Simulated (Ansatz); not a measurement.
# In3GeO2: a trial structure relaxed

The task: take a trial cell of In3GeO2 to zero force and stress.

Method: DFT PBE, scalar-relativistic, plane waves, PAW, in Ansatz 0.2.0.

2 further runs of the same task are left out: 1 that didn't finish, 1 set aside as unsound or not needed.

### 1 The structure to begin with

The structure is hexagonal, space group P6mm (No. 183). Conventional cell: a = 4.151 Å, b = 4.151 Å, c = 7.916 Å, α = 90.00°, β = 90.00°, γ = 120.00°. In (site symmetry 3m) has 1 O at 2.14 Å and 3 In at 2.40 Å as nearest neighbours. In (site symmetry 6mm) has 6 O at 2.40 Å and 1 Ge at 2.70 Å as nearest neighbours. Around Ge (site symmetry 6mm) lie 1 In at 2.70 Å. O (site symmetry 3m) has 4 In at 2.14 to 2.40 Å as nearest neighbours.

As a file:

```cif
data_structure
_symmetry_space_group_name_H-M 'P6mm'
_symmetry_Int_Tables_number 183
_cell_length_a 4.1511
_cell_length_b 4.1511
_cell_length_c 7.9157
_cell_angle_alpha 90.000
_cell_angle_beta 90.000
_cell_angle_gamma 120.000
_cell_volume 118.12
loop_
_atom_site_label
_atom_site_type_symbol
_atom_site_symmetry_multiplicity
_atom_site_Wyckoff_symbol
_atom_site_fract_x
_atom_site_fract_y
_atom_site_fract_z
_atom_site_occupancy
In1 In 2 b 0.33333 0.66667 0.65960 1
In2 In 1 a 0.00000 0.00000 0.91341 1
Ge1 Ge 1 a 0.00000 0.00000 0.25419 1
O1 O 2 b 0.33333 0.66667 0.93029 1
```

Recipe of the guess: random cell by space group and Wyckoff sites (P6mm, No. 183). Its size is a rough estimate.

### 2 A first look at the guess

The input, input.yaml:

```yaml
crystal:
  lattice:
    - [4.15107913, 0.0, 0.0]
    - [-2.07553956, 3.59493998, 0.0]
    - [0.0, 0.0, 7.91568996]
  atoms:
    - { symbol: In, position: [0.33333333, 0.66666667, 0.65960228] }
    - { symbol: In, position: [0.66666667, 0.33333333, 0.65960228] }
    - { symbol: In, position: [0.0, 0.0, 0.91341231] }
    - { symbol: Ge, position: [0.0, 0.0, 0.25419303] }
    - { symbol: O, position: [0.33333333, 0.66666667, 0.93029134] }
    - { symbol: O, position: [0.66666667, 0.33333333, 0.93029134] }
basis:
  ecutwfc: 420
kpoints:
  mp_grid: { grid: [6, 6, 2] }
hamiltonian:
  xc: pbe
scf:
  occupations: { method: gaussian, width: 0.1 }
  lower_state_search: "off"
output:
  forces: true
  stress: true
  eigenvalues: true
```

Run with:

```
$ ansatz run input.yaml --threads 1 --pin off --max-ram 2560MiB --backend cpu --events-out ev --progress --plain --runs-dir out
```

Further runs follow: coarse relaxation; another rough relaxation; relaxation on the finer mesh.

What does the calculation give? Wanted: conventional cell; volume; energy over the elements; gap on the mesh.

As calculated:

| quantity | value |
| --- | --- |
| symmetry at the end (tolerance 0.05 Å) | space group P6mm (No. 183) |
| conventional cell | a = 5.025 Å, b = 5.025 Å, c = 5.328 Å, α = 90.00°, β = 90.00°, γ = 120.00° |
| volume | 19.42 Å³/atom |
| energy over the elements (uncorrected; H, N, O, F and Cl as molecules) | -0.06 eV/atom |
| gap on the mesh | none (metal) |

**Reading.** The space group P6mm (No. 183) is kept, and the volume per atom shrinks by 1.4 % from the first guess. A negative formation energy is needed for stability but isn't enough; other structures and compounds were not set against it here. No finished test with a distortion of lower symmetry is shown, so the end may be a saddle point. Spin polarisation is off in the runs that give these values; a magnetic solution could lie lower.
